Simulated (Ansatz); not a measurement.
**CH₇BFNSi: how energies converge with the basis set**

The task here is to estimate one member of a computed series from the others.

Program: Ansatz 0.2.0, Gaussian basis. Level of theory: one geometry, several basis sets. These are calculated values, not measurements.

Levels to be run: PBE0-D4/def2-SVP; ωB97M-V/def2-SVP; PBE0-D4/def2-QZVPP; ωB97M-V/def2-QZVPP; the functionals' def2-TZVPP values are taken from earlier runs.

## The relaxed structure

The geometry comes from an earlier relaxation with PBE0-D4 in a triple-zeta def2 set; it is a stationary point, not always the lowest conformer.

SMILES `C[SiH2]B(N)F`, 12 atoms, charge 0, spin multiplicity 1.

Atoms are counted from 1 here; the program's logs count them from 0.

Bond lengths: C1–Si2 1.878 Å, C1–H6 1.092 Å, C1–H7 1.092 Å, C1–H8 1.092 Å, Si2–B3 2.031 Å, Si2–H9 1.495 Å, Si2–H10 1.493 Å, B3–N4 1.392 Å, B3–F5 1.347 Å, N4–H11 1.008 Å, N4–H12 1.004 Å. Angles: Si2–C1–H6 110.9°, Si2–C1–H7 111.1°, Si2–C1–H8 110.3°, H6–C1–H7 108.2°, H6–C1–H8 108.0°, H7–C1–H8 108.2°, C1–Si2–B3 112.0°, C1–Si2–H9 109.9°, C1–Si2–H10 109.3°, B3–Si2–H9 109.5°, B3–Si2–H10 109.4°, H9–Si2–H10 106.6°, Si2–B3–N4 123.3°, Si2–B3–F5 119.4°, N4–B3–F5 117.3°, B3–N4–H11 122.7°, B3–N4–H12 122.7°, H11–N4–H12 114.6°.

Set-up of the first run:

Contents of in.yaml:

```yaml
crystal:
  periodic: [false, false, false]
  atoms:
    - {symbol: C, position_ang: [-1.831311, 0.418582, -0.759759]}
    - {symbol: Si, position_ang: [-0.523557, -0.728089, -0.051036]}
    - {symbol: B, position_ang: [1.017257, 0.297675, 0.785885]}
    - {symbol: N, position_ang: [2.353990, 0.047648, 0.487899]}
    - {symbol: F, position_ang: [0.755000, 1.274892, 1.674967]}
    - {symbol: H, position_ang: [-1.415339, 1.038836, -1.556785]}
    - {symbol: H, position_ang: [-2.670178, -0.147145, -1.170235]}
    - {symbol: H, position_ang: [-2.214837, 1.082393, 0.018380]}
    - {symbol: H, position_ang: [-0.000318, -1.627424, -1.124399]}
    - {symbol: H, position_ang: [-1.147462, -1.610919, 0.978695]}
    - {symbol: H, position_ang: [3.111703, 0.556121, 0.916528]}
    - {symbol: H, position_ang: [2.641851, -0.657669, -0.166239]}
basis:
  gaussian: {orbitals: def2-SVP}
hamiltonian: {xc: pbe0, dispersion: d4}
output: {orbitals: {seedname: orbitals}}
```

Among the steps run: PBE0-D4 in def2-SVP; ωB97M-V in def2-SVP; PBE0-D4 in def2-QZVPP; ωB97M-V in def2-QZVPP.

One table of the session follows, with a row left open; its other results are not shown here.

It belongs to the step «Density functionals: the series». 

```
functional       basis  HOMO (eV)  LUMO (eV)
   PBE0-D4    def2-SVP          ?          ?
   PBE0-D4  def2-TZVPP      -7.97      -0.10
   PBE0-D4  def2-QZVPP      -7.99      -0.19
   ωB97M-V    def2-SVP     -10.01       2.19
   ωB97M-V  def2-TZVPP     -10.15       1.70
   ωB97M-V  def2-QZVPP     -10.18       1.41
```

Estimate the missing values for PBE0-D4, def2-SVP.

The run gave: HOMO (eV): -7.86; LUMO (eV): 0.20. In the column «HOMO (eV)» it is the highest.
